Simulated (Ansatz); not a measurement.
**singlet CH5GeS+ at 6 levels**

Aim: a comparison of 6 runs (B2PLYP/cc-pVDZ, CAM-B3LYP/cc-pVDZ, SVWN5/cc-pVDZ, wB97M-V/cc-pVDZ, wB97X/cc-pVDZ, CCSD(T)/cc-pVDZ) of singlet CH5GeS+. 

The results are computed with Ansatz 0.2.0.

30 further runs of the same task are left out: 1 that didn't finish, 29 set aside as unsound or not needed. Runs told in other sessions of the task aren't counted.

### 1 The molecule

The species is CH5GeS+ (8 atoms), meant as a singlet with charge +1. As SMILES of the parent species, `[CH3][GeH][SH]`. Geometry: relaxed at PBE0-D4/def2-TZVP. This is one conformer, not always the lowest. That shape belongs to the parent species and isn't relaxed for this state.

Bond lengths: C1–Ge2 1.967 Å, Ge2–S3 2.230 Å, C1–H4 1.092 Å, C1–H5 1.090 Å, C1–H6 1.091 Å, Ge2–H7 1.552 Å, S3–H8 1.343 Å. Angles: C1–Ge2–S3 110.3°, C1–Ge2–H7 111.2°, S3–Ge2–H7 103.3°, Ge2–C1–H4 108.9°, Ge2–C1–H5 110.3°, Ge2–C1–H6 109.7°, Ge2–S3–H8 94.5°, H4–C1–H5 109.3°, H4–C1–H6 109.5°, H5–C1–H6 109.1°.

### 2 A single-point energy at B2PLYP/cc-pVDZ (run 1)

molecule.yaml

```yaml
crystal:
  periodic: [false, false, false]
  atoms:
    - {symbol: C, position_ang: [-0.733300, 0.635200, -0.565800]}
    - {symbol: Ge, position_ang: [0.934600, -0.393300, -0.399900]}
    - {symbol: S, position_ang: [1.033800, -1.391600, 1.591200]}
    - {symbol: H, position_ang: [-0.786300, 1.357800, 0.251000]}
    - {symbol: H, position_ang: [-1.594800, -0.030400, -0.515000]}
    - {symbol: H, position_ang: [-0.745800, 1.162700, -1.520400]}
    - {symbol: H, position_ang: [2.173100, 0.541200, -0.392200]}
    - {symbol: H, position_ang: [-0.189100, -1.938700, 1.495000]}
basis:
  gaussian: {orbitals: cc-pVDZ}
correlation: {frozen_orbitals: {C: 1, Ge: 9, H: 0, S: 5}}
output: {orbitals: {seedname: orbitals}}
accuracy: high
total_charge: 1
hamiltonian: {xc: {name: B2PLYP}}
```

Launch:

```console
$ ansatz run molecule.yaml --threads 1 --pin off --max-ram 2610MiB --events-out events.jsonl --progress --plain --runs-dir runs
```

What it wrote:

```text
Warning: RAYON_NUM_THREADS=1 ignored (pool sized by the plan → 1); use --threads N
Functional definition: B2PLYP
  name "B2PLYP"
  parameter a = 0.53
  parameter c = 0.27
  exchange = (1 - a)*b88_x + a*exact_x
  correlation = (1 - c)*lyp_c + c*(mp2_os + mp2_ss)
1952 factors; integrals over basis functions are off by at most 4.5e-9 eV
mean field evaluation 1: about -68436.8292 eV, gradient 4.8e1 eV
mean field evaluation 2: about -68437.1486 eV, gradient 4.8e1 eV
mean field evaluation 4: about -68443.4025 eV, gradient 4.1e0 eV
mean field evaluation 8: about -68443.4739 eV, gradient 5.7e-1 eV
mean field evaluation 16: about -68443.4751 eV, gradient 2.3e-4 eV
mean field -68443.47512275 eV, -2515.2513181074 hartree, gradient 1.8e-8 eV, S^2 0.000000; 0 other end points of the search recorded, 0 dependent functions left out
15 core orbitals not correlated: weight in the atoms' cores, before any rotation towards them, 1.000 or more for the frozen orbitals, at most 0.000 for the correlated occupied ones
reference -68443.47514695 eV, -2515.2513189969 hartree; 14, 14 occupied and 55, 55 virtual orbitals, 1952 factors
second order -13.18548742 eV of doubles, -0.00000000 eV of singles
Total energy: -68447.03522856 eV, -2515.3821495826 hartree
```

Run time: 15 s. Hardware: 1 thread of Arm Neoverse V1, shared host; peak memory 0.3 GiB.

### 3 A single-point energy at CAM-B3LYP/cc-pVDZ (run 2)

job.yaml

```yaml
basis:
  gaussian:
    orbitals: cc-pVDZ
crystal:
  periodic: [false, false, false]
  atoms:
    - {symbol: C, position_ang: [-0.733300, 0.635200, -0.565800]}
    - {symbol: Ge, position_ang: [0.934600, -0.393300, -0.399900]}
    - {symbol: S, position_ang: [1.033800, -1.391600, 1.591200]}
    - {symbol: H, position_ang: [-0.786300, 1.357800, 0.251000]}
    - {symbol: H, position_ang: [-1.594800, -0.030400, -0.515000]}
    - {symbol: H, position_ang: [-0.745800, 1.162700, -1.520400]}
    - {symbol: H, position_ang: [2.173100, 0.541200, -0.392200]}
    - {symbol: H, position_ang: [-0.189100, -1.938700, 1.495000]}
total_charge: 1
magnetization:
  spin_polarized: false
  initial_magnetization: 0
hamiltonian:
  xc: {name: CAM-B3LYP}
accuracy: high
output:
  orbitals: {seedname: orbitals}
```

Launch:

```console
$ ansatz run job.yaml --threads 1 --pin off --max-ram 2610MiB --events-out events.jsonl --progress --plain --runs-dir runs
```

What it wrote:

```text
Warning: RAYON_NUM_THREADS=1 ignored (pool sized by the plan → 1); use --threads N
Functional definition: CAM-B3LYP
  name "CAM-B3LYP"
  parameter alpha = 0.19
  parameter beta = 0.46
  parameter omega = 0.33/bohr
  parameter ac = 0.81
  exchange = (1 - alpha - beta)*b88_x + beta*b88_x_sr(omega) + alpha*exact_x + beta*exact_x_lr(omega)
  correlation = (1 - ac)*vwn5_c + ac*lyp_c
1952 factors; integrals over basis functions are off by at most 4.5e-9 eV
409 factors; integrals over basis functions are off by at most 2.1e-9 eV
mean field evaluation 1: about -68458.4085 eV, gradient 5.3e1 eV
mean field evaluation 2: about -68457.3139 eV, gradient 5.4e1 eV
mean field evaluation 4: about -68465.8412 eV, gradient 2.7e0 eV
mean field evaluation 8: about -68465.9725 eV, gradient 1.9e-1 eV
mean field evaluation 16: about -68465.9727 eV, gradient 1.7e-4 eV
mean field -68465.97269952 eV, -2516.0780888043 hartree, gradient 2.8e-8 eV, S^2 0.000000; 0 other end points of the search recorded, 0 dependent functions left out
reference -68465.97271779 eV, -2516.0780894755 hartree; 29, 29 occupied and 55, 55 virtual orbitals, 1952 factors
Total energy: -68465.97271779 eV, -2516.0780894755 hartree
```

Wall time 12 s (1 thread of Arm Neoverse V1, shared host); peak memory 0.34 GiB.

Runs 3 to 4 aren't shown in full; the table further down has their settings and results.

### 4 The energy at wB97X/cc-pVDZ (run 5)

in.yaml

```yaml
crystal:
  periodic: [false, false, false]
  atoms:
    - {symbol: C, position_ang: [-0.733300, 0.635200, -0.565800]}
    - {symbol: Ge, position_ang: [0.934600, -0.393300, -0.399900]}
    - {symbol: S, position_ang: [1.033800, -1.391600, 1.591200]}
    - {symbol: H, position_ang: [-0.786300, 1.357800, 0.251000]}
    - {symbol: H, position_ang: [-1.594800, -0.030400, -0.515000]}
    - {symbol: H, position_ang: [-0.745800, 1.162700, -1.520400]}
    - {symbol: H, position_ang: [2.173100, 0.541200, -0.392200]}
    - {symbol: H, position_ang: [-0.189100, -1.938700, 1.495000]}
basis:
  gaussian: {orbitals: cc-pVDZ}
accuracy: high
total_charge: 1
output: {orbitals: {seedname: orbitals}}
hamiltonian: {xc: {name: wB97X}}
```

Launch:

```console
$ ansatz run in.yaml --threads 1 --pin off --max-ram 2610MiB --events-out events.jsonl --progress --plain --runs-dir runs
```

What it wrote, shortened:

```text
Warning: RAYON_NUM_THREADS=1 ignored (pool sized by the plan → 1); use --threads N
Functional definition: wB97X
  name "wB97X"
[...]
      + exact_x_lr(omega)
[...]
      + integral(e_c_pw_opposite_spin*poly(b97_u_opposite, 1, cos1, cos2, cos3, cos4))
1952 factors; integrals over basis functions are off by at most 4.5e-9 eV
365 factors; integrals over basis functions are off by at most 2.3e-9 eV
[...]
mean field -68464.06905106 eV, -2516.0081310137 hartree, gradient 5.6e-8 eV, S^2 0.000000; 0 other end points of the search recorded, 0 dependent functions left out
reference -68464.06904831 eV, -2516.0081309126 hartree; 29, 29 occupied and 55, 55 virtual orbitals, 1952 factors
Total energy: -68464.06904831 eV, -2516.0081309126 hartree
```

Run time: 34 s. Hardware: 1 thread of Arm Neoverse V1, shared host; peak memory 0.51 GiB.

### 5 The energy at CCSD(T)/cc-pVDZ (run 6)

input.yaml

```yaml
crystal:
  periodic: [false, false, false]
  atoms:
    - {symbol: C, position_ang: [-0.733300, 0.635200, -0.565800]}
    - {symbol: Ge, position_ang: [0.934600, -0.393300, -0.399900]}
    - {symbol: S, position_ang: [1.033800, -1.391600, 1.591200]}
    - {symbol: H, position_ang: [-0.786300, 1.357800, 0.251000]}
    - {symbol: H, position_ang: [-1.594800, -0.030400, -0.515000]}
    - {symbol: H, position_ang: [-0.745800, 1.162700, -1.520400]}
    - {symbol: H, position_ang: [2.173100, 0.541200, -0.392200]}
    - {symbol: H, position_ang: [-0.189100, -1.938700, 1.495000]}
basis:
  gaussian:
    orbitals: cc-pVDZ
correlation:
  method: ccsd_t
  frozen_orbitals: {C: 1, Ge: 9, H: 0, S: 5}
total_charge: 1
scf:
  omitted_lower_state_checks: [cluster_reference, increment]
accuracy: high
```

Launch:

```console
$ ansatz run input.yaml --threads 1 --pin off --max-ram 2610MiB --events-out events.jsonl --progress --plain --runs-dir runs
```

What it wrote, shortened:

```text
Warning: RAYON_NUM_THREADS=1 ignored (pool sized by the plan → 1); use --threads N
Functional definition: HF
  name "HF"
[...]
1952 factors; integrals over basis functions are off by at most 4.5e-9 eV
[...]
mean field -68392.23358665 eV, -2513.3682263886 hartree, gradient 2.7e-8 eV, S^2 0.000000; 0 other end points of the search recorded, 0 dependent functions left out
15 core orbitals not correlated: weight in the atoms' cores, before any rotation towards them, 1.000 or more for the frozen orbitals, at most 0.000 for the correlated occupied ones
reference -68392.23358665 eV, -2513.3682263886 hartree; 14, 14 occupied and 55, 55 virtual orbitals, 1952 factors
second order -10.39799591 eV of doubles, -0.00000000 eV of singles
cycle   1  -11.20267611 eV  change   -8.0e-1 eV  update   1.0e-1
[...]
cycle  25  -11.67351221 eV  change    1.3e-9 eV  update   2.1e-9
perturbative correction -0.43002765 eV, -0.0158032247 hartree
Total energy: -68404.33712651 eV, -2513.8130232743 hartree
Checks for a lower state left out: cluster_reference, increment
```

Run time: 20 s. Hardware: 1 thread of Arm Neoverse V1, shared host; peak memory 0.42 GiB.

### 6 The series

| run | level | frozen core orbitals | energy (Eh) | HOMO energy (eV) | LUMO energy (eV) | HOMO–LUMO gap (eV) | wall time |
| --- | --- | --- | --- | --- | --- | --- | --- |
| 1 | B2PLYP/cc-pVDZ | 15 | -2515.382150 | -14.43 | -8.67 | 5.76 | 15 s |
| 2 | CAM-B3LYP/cc-pVDZ | – | -2516.078089 | -14.81 | -8.79 | 6.02 | 12 s |
| 3 | SVWN5/cc-pVDZ | – | -2511.064689 | -12.64 | -10.63 | 2.01 | 5.4 s |
| 4 | wB97M-V/cc-pVDZ | – | -2515.809271 | -15.65 | -7.82 | 7.83 | 80 s |
| 5 | wB97X/cc-pVDZ | – | -2516.008131 | -15.83 | -7.86 | 7.97 | 34 s |
| 6 | CCSD(T)/cc-pVDZ | 15 | -2513.813023 | – | – | – | 20 s |

### 7 Outcome

| quantity | value |
| --- | --- |
| run 6: total energy | -2513.81302 Eh |
| run 6: correlation energy (15 core orbitals frozen) | -444.8 mEh |
| run 6: (T) correction | -15.80 mEh |
| run 6: T1 diagnostic | 0.021 |

**Reading.** Over runs 1, 2, 3, 4, 5 the HOMO–LUMO gap runs from 2.01 eV (SVWN5/cc-pVDZ) to 7.97 eV (wB97X/cc-pVDZ). Totals of different functionals can't be ranked against each other. All runs together took 2.8 min, the longest 80 s.
